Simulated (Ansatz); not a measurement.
# CH8GeS: the cost of one run

Computed with Ansatz 0.2.0, Gaussian basis. Level: PBE0-D4/def2-SVP.

22 further runs of the same task are left out: 22 set aside as unsound or not needed.

**1. The system as given**

The first end: 11 atoms, charge 0, spin multiplicity 1.

Atoms are counted from 1 here; the program's logs count them from 0.

Bond lengths: Ge1–S2 2.233 Å, Ge1–H3 1.540 Å, Ge1–H4 1.540 Å, Ge1–C5 1.945 Å, S2–H8 1.343 Å, C5–H9 1.091 Å, C5–H10 1.090 Å, C5–H11 1.090 Å, H6–H7 0.748 Å. Angles: S2–Ge1–H3 109.3°, S2–Ge1–H4 109.2°, S2–Ge1–C5 105.5°, H3–Ge1–H4 109.2°, H3–Ge1–C5 111.8°, H4–Ge1–C5 111.9°, Ge1–S2–H8 95.0°, Ge1–C5–H9 110.0°, Ge1–C5–H10 110.0°, Ge1–C5–H11 110.1°, H9–C5–H10 108.9°, H9–C5–H11 108.8°, H10–C5–H11 109.1°.

As a file:

```mol
CH8GeS
  3D, bonds by distance, orders not assigned

 11  9  0  0  0  0  0  0  0  0999 V2000
   -0.6420   -0.7228   -0.2069 Ge  0  0
    1.4418   -1.5226   -0.1452 S   0  0
   -1.5350   -1.6917   -1.0048 H   0  0
   -1.1820   -0.6052    1.2304 H   0  0
   -0.5068    1.0127   -1.0741 C   0  0
    1.4915    0.7647    2.0137 H   0  0
    1.2607    1.3703    2.3868 H   0  0
    1.1180   -2.6427    0.5208 H   0  0
   -1.4953    1.4671   -1.1550 H   0  0
    0.1379    1.6708   -0.4911 H   0  0
   -0.0885    0.8993   -2.0746 H   0  0
  1  2  8  0
  1  3  8  0
  1  4  8  0
  1  5  8  0
  2  8  8  0
  5  9  8  0
  5 10  8  0
  5 11  8  0
  6  7  8  0
M  END
```

The second end:

```xyz
11

Ge   -1.0202    0.1246    0.6891
S     2.5411   -1.4519   -0.2823
H    -1.1061   -1.3885    0.4088
H    -2.3818    0.5873    1.2398
C    -0.5533    1.1020   -0.9318
H     2.3804   -0.9186    0.9384
H     0.0404    0.3461    1.7851
H     1.4870   -2.2662   -0.1202
H    -1.3070    0.9373   -1.7026
H    -0.4935    2.1710   -0.7243
H     0.4132    0.7567   -1.2999
```

**2. The band at PBE0-D4/def2-SVP**

neb/in.yaml reads:

```yaml
crystal:
  periodic: [false, false, false]
  atoms:
    - {symbol: Ge, position_ang: [-0.641984, -0.722766, -0.206890]}
    - {symbol: S, position_ang: [1.441786, -1.522590, -0.145233]}
    - {symbol: H, position_ang: [-1.535024, -1.691726, -1.004819]}
    - {symbol: H, position_ang: [-1.181999, -0.605164, 1.230396]}
    - {symbol: C, position_ang: [-0.506815, 1.012718, -1.074068]}
    - {symbol: H, position_ang: [1.491472, 0.764699, 2.013686]}
    - {symbol: H, position_ang: [1.260714, 1.370275, 2.386838]}
    - {symbol: H, position_ang: [1.118004, -2.642708, 0.520789]}
    - {symbol: H, position_ang: [-1.495277, 1.467095, -1.154974]}
    - {symbol: H, position_ang: [0.137858, 1.670808, -0.491110]}
    - {symbol: H, position_ang: [-0.088533, 0.899261, -2.074614]}
basis:
  gaussian: {orbitals: def2-SVP}
hamiltonian: {xc: pbe0, dispersion: d4}
neb:
  images: 5
  climbing: true
  max_iterations: 40
  initial_path: idpp
  final_atoms:
    - {symbol: Ge, position_ang: [-1.020222, 0.124617, 0.689063]}
    - {symbol: S, position_ang: [2.541130, -1.451906, -0.282311]}
    - {symbol: H, position_ang: [-1.106085, -1.388470, 0.408826]}
    - {symbol: H, position_ang: [-2.381843, 0.587322, 1.239785]}
    - {symbol: C, position_ang: [-0.553264, 1.102005, -0.931770]}
    - {symbol: H, position_ang: [2.380372, -0.918590, 0.938403]}
    - {symbol: H, position_ang: [0.040438, 0.346050, 1.785074]}
    - {symbol: H, position_ang: [1.486984, -2.266164, -0.120208]}
    - {symbol: H, position_ang: [-1.307002, 0.937285, -1.702574]}
    - {symbol: H, position_ang: [-0.493538, 2.171006, -0.724337]}
    - {symbol: H, position_ang: [0.413229, 0.756743, -1.299948]}
```

Run with:

```bash
ansatz run in.yaml --threads 4 --pin off --events-out ev --progress --plain --max-ram 9574MiB
```

**Question.** How long does this run take on 4 threads of Arm Neoverse V2, shared host?

About 2.3 min.
